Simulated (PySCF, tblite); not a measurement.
**GaH₃O₂S, a small molecule taken as a stand-in for a surface group (gallia monomer): NMR shifts, core binding energies and electronic excitations**

Aim: the NMR shifts, core binding energies and electronic excitations of `[OH][Ga]([OH])[SH]`.

Programs: tblite 0.8.0 and PySCF 2.14.0. All values are calculated, for the isolated system unless a continuum is named. Atoms count from 0, parts from 1.

### 1 Starting point

7 atoms, charge 0, multiplicity 1; geometry: distance geometry start.

### 2 Relaxing the cluster with GFN2-xTB

What the job is given:

```
{"job": {"kind": "relax", "xc": "GFN2-xTB", "basis": "xTB"}, "charge": 0, "multiplicity": 1}
O      1.432671    -0.220236     1.362024
Ga     0.351461    -0.168885    -0.176740
O      0.506522    -1.614039    -1.353792
S     -1.734526     0.668940     0.138454
H      1.903998     0.505976     1.760545
H     -0.218685    -1.945448    -1.910569
H     -2.039275     1.987066     0.200356
```

With the program's defaults for keys left out, this is: GFN2-xTB geometry optimisation, gas phase.

Run with:

```sh
OMP_NUM_THREADS=1 python cluster_run.py task.json out
```

This one command runs all jobs of the session in turn.

Log:

```text
step      E/eV     max force
  0    -385.74510    1.511
  1    -385.82374    0.967
  2    -386.00066    1.125
  3    -386.04603    1.222
  4    -386.15624    1.343
  5    -386.23381    1.294
  6    -386.31832    1.284
  7    -386.35015    0.811
  8    -386.37727    0.435
  9    -386.38706    0.402
 10    -386.39394    0.196
 11    -386.39654    0.219
 12    -386.40222    0.247
 13    -386.40588    0.267
 14    -386.41229    0.308
 15    -386.41965    0.436
 16    -386.42748    0.423
 17    -386.43326    0.258
 18    -386.43633    0.206
 19    -386.43909    0.205
 20    -386.44436    0.204
 21    -386.45403    0.309
 22    -386.46210    0.229
 23    -386.46772    0.482
 24    -386.47318    0.118
 25    -386.47409    0.123
 26    -386.47466    0.066
 27    -386.47503    0.050
 28    -386.47532    0.048
 29    -386.47576    0.086
 30    -386.47634    0.110
 31    -386.47738    0.122
 32    -386.47905    0.125
 33    -386.48112    0.158
 34    -386.48258    0.122
 35    -386.48336    0.085
 36    -386.48375    0.084
 37    -386.48422    0.111
 38    -386.48493    0.143
 39    -386.48629    0.140
 40    -386.48752    0.099
 41    -386.48827    0.080
 42    -386.48879    0.057
 43    -386.48911    0.064
 44    -386.48939    0.044
 45    -386.48955    0.044
 46    -386.48978    0.054
 47    -386.49018    0.060
 48    -386.49095    0.074
 49    -386.49189    0.105
 50    -386.49134    0.170
 51    -386.49296    0.085
 52    -386.49330    0.070
 53    -386.49429    0.069
 54    -386.49451    0.050
 55    -386.49472    0.042
 56    -386.49492    0.051
 57    -386.49526    0.057
 58    -386.49566    0.058
 59    -386.49589    0.039
 60    -386.49599    0.026
 61    -386.49606    0.028
 62    -386.49614    0.025
 63    -386.49623    0.024
 64    -386.49633    0.028
 65    -386.49637    0.048
 66    -386.49659    0.030
 67    -386.49686    0.043
 68    -386.49416    0.283
 69    -386.49712    0.059
 70    -386.49723    0.062
 71    -386.49742    0.063
 72    -386.49750    0.039
 73    -386.49758    0.019
 74    -386.49763    0.016
 75    -386.49768    0.035
 76    -386.49771    0.013
 77    -386.49772    0.027
 78    -386.49774    0.022
 79    -386.49777    0.006
```

Run time: 0.94 s. Hardware: 1 thread of Arm Neoverse N1, shared host.

Along the way:

```csv
step,energy from step 0 (eV),largest force (eV/Å)
0,0.0000,1.5108
3,-0.3009,1.2211
6,-0.5732,1.2839
9,-0.6420,0.4024
12,-0.6571,0.2467
15,-0.6746,0.4360
18,-0.6912,0.2064
21,-0.7089,0.3100
24,-0.7281,0.1183
27,-0.7299,0.0497
30,-0.7312,0.1104
33,-0.7360,0.1587
36,-0.7387,0.0844
39,-0.7412,0.1402
42,-0.7437,0.0572
45,-0.7445,0.0447
48,-0.7459,0.0740
51,-0.7479,0.0854
54,-0.7494,0.0496
57,-0.7502,0.0568
60,-0.7509,0.0251
63,-0.7511,0.0239
66,-0.7515,0.0307
69,-0.7520,0.0589
72,-0.7524,0.0389
75,-0.7526,0.0348
78,-0.7526,0.0220
79,-0.7527,0.0064
```

Distances of close pairs at the start and the end, largest changes first:

```csv
bond,before (Å),after (Å),change (Å)
O0–Ga1,1.881,1.732,-0.149
Ga1–O2,1.870,1.733,-0.138
Ga1–S3,2.270,2.232,-0.038
S3–H6,1.354,1.328,-0.027
O2–H5,0.973,0.957,-0.016
O0–H4,0.953,0.955,+0.002
```

### 3 Optimising the geometry at PBE0-D3(BJ)/def2-SVP

What the job is given:

```
{"job": {"xc": "PBE0", "basis": "def2-SVP", "d3": "d3bj", "grid": 2, "kind": "geom", "shake": 0.01}, "charge": 0, "multiplicity": 1}
O      1.409969     0.091384     0.982201
Ga     0.101513    -0.210212    -0.143241
O      0.436714    -1.534950    -1.207426
S     -1.765209     0.955354    -0.223831
H      1.448804     0.789682     1.635947
H     -0.146833    -1.846446    -1.874932
H     -1.454339     1.721184     0.808434
```

Log:

```text
step   0  E = -2474.35124037  max force = 0.021282
step   1  E = -2474.35402820  max force = 0.010305
step   2  E = -2474.35467194  max force = 0.003583
step   3  E = -2474.35478354  max force = 0.000537
step   4  E = -2474.35480069  max force = 0.000404
step   5  E = -2474.35480487  max force = 0.000147
optimisation converged
```

It took 46 s on 1 thread of Arm Neoverse N1, shared host; peak memory 0.46 GiB.

The steps of the relaxation:

```csv
step,energy from step 0 (eV),largest force component (eV/Å)
0,0.0000,1.0944
1,-0.0759,0.5299
2,-0.0934,0.1842
3,-0.0964,0.0276
4,-0.0969,0.0208
5,-0.0970,0.0076
```

Close pairs (by a distance rule), those that changed most:

```csv
bond,before (Å),after (Å),change (Å)
Ga1–O2,1.732,1.772,+0.040
S3–H6,1.322,1.351,+0.029
O2–H5,0.940,0.962,+0.022
O0–Ga1,1.752,1.773,+0.021
O0–H4,0.957,0.962,+0.004
Ga1–S3,2.202,2.204,+0.002
```

The end geometry stands in the next job.

```csv
at the end point,value
point group (found at 0.08 Å tolerance),Cs
"rotational constants (GHz, main isotopes)","6.036, 2.843, 1.933"
dipole moment (D),2.33
```

### 4 Nuclear shieldings: PBE0/pcSseg-2

What the job is given:

```
{"job": {"kind": "nmr", "xc": "PBE0", "basis": "pcSseg-2"}, "charge": 0, "multiplicity": 1}
O      1.449634     0.099734     1.032988
Ga     0.157529    -0.236719    -0.134258
O      0.487464    -1.583166    -1.237329
S     -1.726121     0.903772    -0.237968
H      1.283111     0.845201     1.617221
H     -0.220076    -1.769844    -1.861885
H     -1.401066     1.707034     0.798396
```

With the program's defaults for keys left out, this is: GIAO PBE0/pcSseg-2 NMR shielding, non-relativistic, gas phase.

Log:

```text
coarse grid: 31512 points
cycle   1  E = -2474.6879546637  dE = -1.603e-01  |g| = 1.561e+00  |ddm| = 2.088e+00
cycle   2  E = -2473.8013466949  dE =  8.866e-01  |g| = 2.775e+00  |ddm| = 1.791e+00
cycle   3  E = -2474.9574143750  dE = -1.156e+00  |g| = 3.103e-01  |ddm| = 1.405e+00
cycle   4  E = -2474.9748668503  dE = -1.745e-02  |g| = 1.671e-01  |ddm| = 2.697e-01
cycle   5  E = -2474.9782713893  dE = -3.405e-03  |g| = 2.275e-02  |ddm| = 7.593e-02
cycle   6  E = -2474.9783573821  dE = -8.599e-05  |g| = 8.255e-03  |ddm| = 2.213e-02
cycle   7  E = -2474.9783685970  dE = -1.121e-05  |g| = 1.605e-03  |ddm| = 5.887e-03
cycle   8  E = -2474.9783690699  dE = -4.729e-07  |g| = 7.678e-04  |ddm| = 1.630e-03
final grid: 63568 points
cycle   9  E = -2474.9783556045  dE =  9.387e-08  |g| = 1.335e-03  |ddm| = 1.719e-03
cycle  10  E = -2474.9783548899  dE =  7.145e-07  |g| = 2.410e-03  |ddm| = 1.683e-03
cycle  11  E = -2474.9783559292  dE = -1.039e-06  |g| = 1.090e-04  |ddm| = 1.031e-03
cycle  12  E = -2474.9783559321  dE = -2.897e-09  |g| = 1.299e-05  |ddm| = 1.020e-04
cycle  13  E = -2474.9783559322  dE = -2.547e-11  |g| = 7.984e-06  |ddm| = 1.157e-05
converged SCF energy = -2474.9783559322

GIAO shielding tensors (ppm)
atom      isotropic    diamagn.    paramagn.     s11        s22        s33       span
  0 O      260.770     382.708    -121.938    186.959    274.278    321.073    134.114
  1 Ga    1396.327    2642.053   -1245.726   1194.892   1457.249   1536.842    341.950
  2 O      268.024     382.523    -114.499    187.527    297.138    319.407    131.880
  3 S      726.579    1056.407    -329.827    657.233    690.131    832.374    175.141
  4 H       29.816      32.243      -2.427     21.845     25.630     41.973     20.128
  5 H       29.499      31.475      -1.976     21.279     25.188     42.030     20.751
  6 H       30.929      30.212       0.717     22.842     27.770     42.176     19.334
```

Wall time 48 s (1 thread of Arm Neoverse N1, shared host); peak memory 0.87 GiB.

Shifts follow as δ = σ(reference) − σ, with reference shieldings (ppm) from runs at the same level and on the same kind of geometry: ¹H TMS 31.25, ¹⁷O H2O 328.2, ³³S CS2 503, ⁷¹Ga GaH4- 1718. The references are single molecules in the gas phase, so shifts against H2O, NH3, PH3, H3PO4 or CFCl3 are not on the usual liquid scales and can be off by tens of ppm. Shifts against hydride references such as AlH4− lie on their own scale.

```csv
atoms,environment,σ (ppm),δ (ppm)
H5,hydrogen on an oxygen bonded to Ga,29.50,1.75
H4,hydrogen on an oxygen bonded to Ga,29.82,1.43
H6,hydrogen on a sulfur bonded to Ga,30.93,0.32
O0,"oxygen bonded to Ga, H",260.8,67.4
O2,"oxygen bonded to Ga, H",268.0,60.1
Ga1,"Ga bonded to 2 O, S",1396,321
S3,"sulfur bonded to Ga, H",727,-224
```

The run also stored atomic charges by several schemes (e):

```csv
atoms,Mulliken,IAO,Hirshfeld,ESP fit
O0,-0.55,-0.76,-0.37,-0.58
Ga1,0.84,1.01,0.56,0.72
O2,-0.55,-0.76,-0.37,-0.62
S3,-0.20,-0.33,-0.17,-0.37
```

Mayer bond orders: O0–Ga1 1.02, Ga1–O2 1.02, Ga1–S3 1.14.

The fields below are evaluated on a grid from the run's orbitals.

Frontier orbitals at PBE0/pcSseg-2, with the share of their density that lies nearest to each atom:

```csv
orbital,energy (eV),lies on
HOMO,-7.99,S3 79 %; H6 10 %
LUMO,-1.06,"Ga1 29 %; S3 16 %; H4, H6 about 12 % each"
```

ELF in a plane through or near 7 of the atoms.

Values, 10 rows by 14 columns:
```
0.00 0.00 0.00 0.00 0.00 0.00 0.00 0.00 0.00 0.00 0.00 0.00 0.00 0.00
0.00 0.00 0.00 0.00 0.00 0.00 0.00 0.03 0.04 0.00 0.00 0.00 0.00 0.00
0.00 0.00 0.00 0.00 0.00 0.00 0.11 0.71 0.74 0.19 0.03 0.00 0.00 0.00
0.00 0.00 0.02 0.37 0.42 0.05 0.13 0.78 0.28 0.97 0.54 0.01 0.00 0.00
0.00 0.00 0.06 0.76 0.42 0.70 0.37 0.22 0.47 0.31 0.07 0.00 0.00 0.00
0.00 0.00 0.10 0.92 0.81 0.50 0.59 0.42 0.23 0.07 0.05 0.00 0.00 0.00
0.00 0.00 0.03 0.55 0.23 0.04 0.49 0.78 0.41 0.99 0.98 0.30 0.00 0.00
0.00 0.00 0.00 0.00 0.00 0.03 0.56 0.18 0.35 0.80 0.71 0.07 0.00 0.00
0.00 0.00 0.00 0.00 0.00 0.02 0.48 0.87 0.85 0.27 0.02 0.00 0.00 0.00
0.00 0.00 0.00 0.00 0.00 0.00 0.01 0.10 0.11 0.01 0.00 0.00 0.00 0.00
```
The map spans 10.3 Å across and 8.9 Å up, centred on the molecule. Atoms in the plane (x, y in Å): O0 (0.7, 1.6), Ga1 (-0.3, 0.2), O2 (-2.0, 0.4), S3 (0.6, -1.9), H4 (1.6, 1.5), H5 (-2.5, -0.4), H6 (1.9, -1.4).

On the surface of density 0.002 e/bohr³ the electrostatic potential runs, from the 1st to the 99th percentile, from -1.56 V near O2 to 2.48 V near H4.

### 5 Core holes by ΔSCF: SCAN, X2C

Same as in step 4 but for these lines:

```diff
@@ -1,2 +1,2 @@
-{"job": {"kind": "nmr", "xc": "PBE0", "basis": "pcSseg-2"}, "charge": 0, "multiplicity": 1}
+{"job": {"kind": "xps", "holes": 5}, "charge": 0, "multiplicity": 1}
 O      1.449634     0.099734     1.032988
```

With the program's defaults for keys left out, this is: delta-SCF UKS SCAN, pcX-2 on the ionised atom, pcseg-1 elsewhere, spin-free X2C.

Log:

```text
ground state, core basis on atom 0 (O), 119 functions
  cycle   1  E = -2491.02694554  |g| = 1.14e+00
  cycle   2  E = -2489.51550344  |g| = 2.82e+00
  cycle   3  E = -2491.24236043  |g| = 3.23e-01
  cycle   4  E = -2491.26491623  |g| = 2.04e-01
  cycle   5  E = -2491.27663442  |g| = 5.66e-02
  cycle   6  E = -2491.27720520  |g| = 2.91e-02
  cycle   7  E = -2491.27737453  |g| = 6.85e-03
  cycle   8  E = -2491.27738498  |g| = 1.36e-03
  cycle   9  E = -2491.27738728  |g| = 4.38e-04
  E(ground) = -2491.55226057 Eh
hole in O 1s of atom 0
  cycle   1  E = -2470.66847468  |g| = 2.22e+00
  cycle   2  E = -2468.32983981  |g| = 2.62e+00
  cycle   3  E = -2471.05090173  |g| = 8.39e-01
  cycle   4  E = -2471.36602969  |g| = 4.41e-01
  cycle   5  E = -2471.47905173  |g| = 1.67e-01
  cycle   6  E = -2471.49627866  |g| = 5.31e-02
  cycle   7  E = -2471.49761787  |g| = 3.54e-02
  cycle   8  E = -2471.49807771  |g| = 1.21e-02
  cycle   9  E = -2471.49815096  |g| = 1.83e-03
  cycle  10  E = -2471.49815185  |g| = 5.98e-04
  cycle  11  E = -2471.49815440  |g| = 1.73e-04
  E(ion) = -2471.77479386 Eh   <S^2> = 0.7628   hole on atom = 1.000   binding energy = 538.172 eV
ground state, core basis on atom 2 (O), 119 functions
  cycle   1  E = -2491.27629214  |g| = 1.28e-01
  cycle   2  E = -2491.27007651  |g| = 2.01e-01
  cycle   3  E = -2491.27746345  |g| = 4.60e-02
  cycle   4  E = -2491.27784750  |g| = 1.08e-02
  cycle   5  E = -2491.27787322  |g| = 3.27e-03
  cycle   6  E = -2491.27787493  |g| = 8.86e-04
  cycle   7  E = -2491.27787401  |g| = 1.02e-04
  E(ground) = -2491.55238619 Eh
hole in O 1s of atom 2
  cycle   1  E = -2470.67070852  |g| = 2.22e+00
  cycle   2  E = -2468.50944061  |g| = 2.57e+00
  cycle   3  E = -2471.12265099  |g| = 7.85e-01
  cycle   4  E = -2471.37890051  |g| = 4.14e-01
  cycle   5  E = -2471.47641812  |g| = 1.81e-01
  cycle   6  E = -2471.49518833  |g| = 9.21e-02
  cycle   7  E = -2471.49845915  |g| = 3.77e-02
  cycle   8  E = -2471.49905860  |g| = 7.09e-03
  cycle   9  E = -2471.49908638  |g| = 1.75e-03
  cycle  10  E = -2471.49908980  |g| = 6.50e-04
  cycle  11  E = -2471.49909060  |g| = 1.83e-04
  E(ion) = -2471.77531962 Eh   <S^2> = 0.7627   hole on atom = 1.000   binding energy = 538.161 eV
ground state, core basis on atom 3 (S), 130 functions
  cycle   1  E = -2491.39150214  |g| = 4.12e-01
  cycle   2  E = -2491.38793751  |g| = 1.56e-01
  cycle   3  E = -2491.37815376  |g| = 2.69e-01
  cycle   4  E = -2491.39272979  |g| = 1.85e-02
  cycle   5  E = -2491.39282798  |g| = 6.69e-03
  cycle   6  E = -2491.39283411  |g| = 7.08e-04
  cycle   7  E = -2491.39283457  |g| = 3.81e-04
  E(ground) = -2491.65503642 Eh
hole in S 2p of atom 3
  cycle   1  E = -2484.69641786  |g| = 1.52e+00
  cycle   2  E = -2482.25692812  |g| = 2.10e+00
  cycle   3  E = -2484.28887597  |g| = 1.33e+00
  cycle   4  E = -2485.09364308  |g| = 2.46e-01
  cycle   5  E = -2485.13839228  |g| = 5.09e-02
  cycle   6  E = -2485.13960182  |g| = 1.77e-02
  cycle   7  E = -2485.13968625  |g| = 1.25e-02
  cycle   8  E = -2485.13973988  |g| = 6.54e-03
  cycle   9  E = -2485.13975442  |g| = 2.23e-03
  cycle  10  E = -2485.13975478  |g| = 3.75e-04
  E(ion) = -2485.40975784 Eh   <S^2> = 0.7532   hole on atom = 1.001   binding energy = 169.943 eV
  2p3/2 = 169.670 eV   2p1/2 = 170.912 eV
```

It took 27 s on 1 thread of Arm Neoverse N1, shared host; peak memory 0.49 GiB.

The holes in one table. −ε is the ground-state orbital energy:

```csv
hole,stands for,environment,ΔSCF (eV; 2p as the shell's mean),−ε (eV),⟨S²⟩
O1s on O0,O0,"oxygen bonded to Ga, H",538.17,516.8,0.763
O1s on O2,O2,"oxygen bonded to Ga, H",538.16,516.7,0.763
S2p on S3,S3,"sulfur bonded to Ga, H",170.08,158.5,0.753
```

With the spin-orbit splitting: S3 2p3/2 169.67, 2p1/2 170.91 eV. The table gives each 2p level as the mean over the whole 2p shell (two parts 2p3/2, one part 2p1/2), which differs a little from the single hole in the log.

### 6 Ultraviolet spectrum: CAM-B3LYP/def2-SVPD

Same as in step 5 but for these lines:

```diff
@@ -1,2 +1,2 @@
-{"job": {"kind": "xps", "holes": 5}, "charge": 0, "multiplicity": 1}
+{"job": {"kind": "uv", "xc": "CAM-B3LYP", "basis": "def2-SVPD", "nstates": 6, "ntriplets": 2, "ip": true}, "charge": 0, "multiplicity": 1}
 O      1.449634     0.099734     1.032988
```

Level: TDDFT CAM-B3LYP/def2-SVPD, vertical, gas phase, core orbitals frozen in the response.

Log:

```text
coarse grid: 31512 points
cycle   1  E = -2474.7851493191  dE = -2.006e-01  |g| = 1.106e+00  |ddm| = 3.223e+00
cycle   2  E = -2474.4640209332  dE =  3.211e-01  |g| = 1.741e+00  |ddm| = 2.811e+00
cycle   3  E = -2475.0090452472  dE = -5.450e-01  |g| = 1.071e-01  |ddm| = 1.674e+00
cycle   4  E = -2475.0112930509  dE = -2.248e-03  |g| = 5.538e-02  |ddm| = 1.844e-01
cycle   5  E = -2475.0118019040  dE = -5.089e-04  |g| = 8.958e-03  |ddm| = 5.294e-02
cycle   6  E = -2475.0118176929  dE = -1.579e-05  |g| = 2.934e-03  |ddm| = 1.557e-02
cycle   7  E = -2475.0118200029  dE = -2.310e-06  |g| = 5.472e-04  |ddm| = 5.128e-03
final grid: 63568 points
cycle   8  E = -2475.0117481636  dE = -1.360e-07  |g| = 4.110e-04  |ddm| = 1.885e-03
cycle   9  E = -2475.0117481750  dE = -1.142e-08  |g| = 4.269e-04  |ddm| = 1.131e-03
cycle  10  E = -2475.0117482153  dE = -4.026e-08  |g| = 7.758e-05  |ddm| = 4.976e-04
cycle  11  E = -2475.0117482165  dE = -1.252e-09  |g| = 2.249e-05  |ddm| = 8.971e-05
cycle  12  E = -2475.0117482168  dE = -2.701e-10  |g| = 1.289e-05  |ddm| = 5.735e-05
converged SCF energy = -2475.0117482168

Static polarisability (au): isotropic 56.356, principal 45.157 56.308 67.603

Singlet excitations
state   eV       nm        f      main configurations
  1   5.5764    222.3   0.02344   H->L 0.91
  2   6.2426    198.6   0.00169   H->L+2 0.90
  3   6.5711    188.7   0.03395   H-1->L 0.47, H->L+1 0.41
  4   6.5978    187.9   0.00212   H-2->L 0.80
  5   7.1856    172.5   0.28308   H-1->L 0.42, H->L+1 0.37, H-1->L+2 0.14
  6   7.3539    168.6   0.11378   H-3->L 0.67, H-2->L+3 0.11

Triplet excitations (Tamm-Dancoff, eV): 5.2074 5.7964
Vertical ionisation energy (delta-SCF) = 10.4478 eV
Vertical electron affinity (delta-SCF) = -0.1037 eV
```

Run time: 96 s. Hardware: 1 thread of Arm Neoverse N1, shared host; peak memory 0.65 GiB.

The orbitals next to the gap, with their largest atomic shares:

```csv
orbital,eV,atoms
HOMO−3,-11.36,"O0 42 %, O2 38 %, Ga1 10 %"
HOMO−2,-10.63,"O2 46 %, O0 42 %, Ga1 6 %"
HOMO−1,-10.35,"S3 46 %, O0 22 %, O2 14 %"
HOMO,-9.39,"S3 78 %, Ga1 9 %, H6 7 %"
LUMO,-0.53,"Ga1 51 %, S3 21 %, O0 9 %"
LUMO+1,0.74,"Ga1 46 %, S3 24 %, O0 14 %"
LUMO+2,0.84,"S3 44 %, Ga1 22 %, H6 18 %"
```

With each of the 6 states as a Gaussian band of 0.4 eV half-width at 1/e, the curve within the window shown has maxima at 222 nm (ε 960), 172 nm (ε 16,000) L/(mol cm). Beyond the last state computed it falls off for lack of states. The curve at chosen wavelengths:

```tsv
nm	ε (L/mol/cm)
162	5537
165	9749
169	14571
172	15579
176	13032
179	9690
183	5717
186	3769
190	2304
193	1667
197	1088
200	791
204	577
207	548
211	641
214	759
218	899
221	952
225	927
228	844
232	679
235	541
239	370
242	263
246	157
249	102
```

Ground-state properties from the same run:

```csv
property,computed
dipole moment (D),2.43
polarisability (Å³),8.35
HOMO–LUMO gap (eV),8.86
−ε(HOMO) (eV),9.39
```

### 7 Summary of results

| quantity | value |
| --- | --- |
| point group | Cs |
| rotational constants (main isotopes) | 6.04, 2.84, 1.93 GHz |
| ¹H shifts against TMS (PBE0/pcSseg-2) | 1.75, 1.43, 0.32 ppm |
| ¹⁷O shifts against H2O (PBE0/pcSseg-2) | 67.4, 60.1 ppm |
| ⁷¹Ga shifts against GaH4- (PBE0/pcSseg-2) | 321 ppm |
| ³³S shifts against CS2 (PBE0/pcSseg-2) | -224 ppm |
| surface potential, 1st and 99th percentile | -1.56 V and 2.48 V |
| O1s binding energies, SCAN/pcX-2 | O0 538.17, O2 538.16 eV |
| S2p binding energies, SCAN/pcX-2 | S3 170.08 eV |
| lowest singlet (CAM-B3LYP/def2-SVPD) | 5.58 eV (222 nm), f = 0.023 |
| brightest single state of those computed | state 5, 7.19 eV, f = 0.283 |
| lowest triplet | 5.21 eV |
| vertical ionisation energy (ΔSCF) | 10.45 eV |
| vertical electron affinity (ΔSCF) | -0.10 eV (unbound: the value hangs on the basis) |

What this shows: Over 5 steps the energy fell by 0.097 eV; of the close pairs, Ga1–O2 changed most, 1.732 to 1.772 Å (PBE0/def2-SVP). At PBE0/pcSseg-2: The widest tensor belongs to Ga1: span 342 ppm, with a paramagnetic part of -1246 ppm. At PBE0/pcSseg-2, counted by nearest atom on the grid, the HOMO lies on S3 79 %; H6 10 %, the LUMO on Ga1 29 %; S3 16 %. The O1s levels computed lie within 0.01 eV of one another, too close to rank. The lowest singlet, at 5.58 eV, is HOMO→LUMO 0.91 and is weak; of the 6 states computed, the strongest absorption comes from state 5 at 7.19 eV (the last state computed is bright too, and its partners may lie past the list). The lowest triplet lies 0.37 eV below the lowest singlet (triplets in Tamm-Dancoff, singlets in full TDDFT). The orbital energy would give 9.39 eV for ionisation, ΔSCF gives 10.45 eV. Spin-orbit coupling is left out, which matters for shieldings and couplings at and beside the heavy atoms.
